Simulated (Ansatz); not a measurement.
# OZr: the cost of one run

Program: Ansatz 0.2.0, Gaussian basis. Level of theory: def2-QZVPP, core rule «outside noble gas», up to 5 orbitals frozen. These are calculated values, not measurements.

Plan: UHF; ROHF; CCSD(T) on UHF.

7 further runs of the same task are left out: 1 that didn't finish, 6 set aside as unsound or not needed.

## Step 1: The geometry

The geometry is a PBE0/def2-TZVP stationary point (not a proven minimum). No spin-orbit coupling is included. Elements past krypton take def2 core potentials.

2 atoms, charge 0, spin multiplicity 3.

Atoms are counted from 1 here; the program's logs count them from 0.

Bond lengths: Zr1–O2 1.723 Å.

## Step 2: UHF

The input, in.yaml:

```yaml
crystal:
  periodic: [false, false, false]
  atoms:
    - {symbol: Zr, position_ang: [0.000000, 0.000000, 0.000000]}
    - {symbol: O, position_ang: [0.000000, 0.000000, 1.723000]}
basis:
  gaussian: {orbitals: "def2-QZVPP.json"}
magnetization: {spin_polarized: true, initial_magnetization: 2}
hamiltonian: {xc: hf}
output: {orbitals: {seedname: orbitals}}
```

The run is started by

```console
$ ansatz run in.yaml --threads 1 --pin off --events-out ev --progress --plain --max-ram 4096MiB --backend cpu
```

What time and memory should one allow on 1 thread of AMD EPYC 7R13, shared host?

About 8.5 s, with a peak of 0.3 GiB.
